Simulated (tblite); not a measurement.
# C5H15OPSi2: the cost of one run

Computed with tblite 0.8.0 and PySCF 2.14.0, with density-fitted response routines of our own, on a single molecule in the gas phase. Atoms are numbered from 0 throughout.

### 1 The molecule as given

24 atoms, charge 0, multiplicity 1; geometry from: force field or distance geometry start.

Bonds of the start (Å): P0–Si1 2.22, Si1–Si2 2.24, Si2–O3 1.71, O3–C4 1.38, C4–C5 1.49, C5–C6 1.53, C6–C7 1.53, C7–C8 1.52, C8–C4 1.51, P0–H9 1.45, P0–H10 1.46, Si1–H11 1.49, Si1–H12 1.44, Si2–H13 1.46, Si2–H14 1.49, C4–H15 1.12, C5–H16 1.11, C5–H17 1.10, C6–H18 1.10, C6–H19 1.09, C7–H20 1.12, C7–H21 1.09, C8–H22 1.10, C8–H23 1.09.

### 2 Optimising the geometry with GFN2-xTB

The job: settings as JSON, then the geometry in Å.

```
{"job": {"kind": "relax", "xc": "GFN2-xTB", "basis": "xTB"}, "charge": 0, "multiplicity": 1}
P      5.255100     0.174900     0.302800
Si     3.306400    -0.720300    -0.259400
Si     1.598600     0.307200     0.753000
O      0.380500     0.462100    -0.431100
C     -0.900600     0.173200    -0.003900
C     -1.890100     1.275800    -0.184500
C     -3.162500     0.542100     0.243200
C     -3.033600    -0.651400    -0.708600
C     -1.543000    -0.957700    -0.777500
H      5.322500     1.554400    -0.141600
H      6.263400    -0.596100    -0.415000
H      3.319200    -2.112700     0.270000
H      3.138300    -0.673000    -1.688800
H      1.197000    -0.535000     1.880700
H      2.031300     1.636700     1.264000
H     -0.880300    -0.102200     1.077300
H     -1.701100     2.166800     0.447200
H     -2.025500     1.496900    -1.256800
H     -3.038200     0.118900     1.253500
H     -4.067500     1.125300     0.087400
H     -3.408500    -0.230400    -1.681200
H     -3.573900    -1.538900    -0.365400
H     -1.408200    -1.874200    -0.182100
H     -1.191000    -1.022700    -1.808800
```

Run with:

```bash
OMP_NUM_THREADS=1 python probes_run.py task.json out
```

One launch serves the whole session: the jobs run in the order shown.

Q: Estimate the wall time and peak memory of this first job on 1 thread of Arm Neoverse N1, shared host.

About 2.9 s, with a peak of 0.18 GiB.
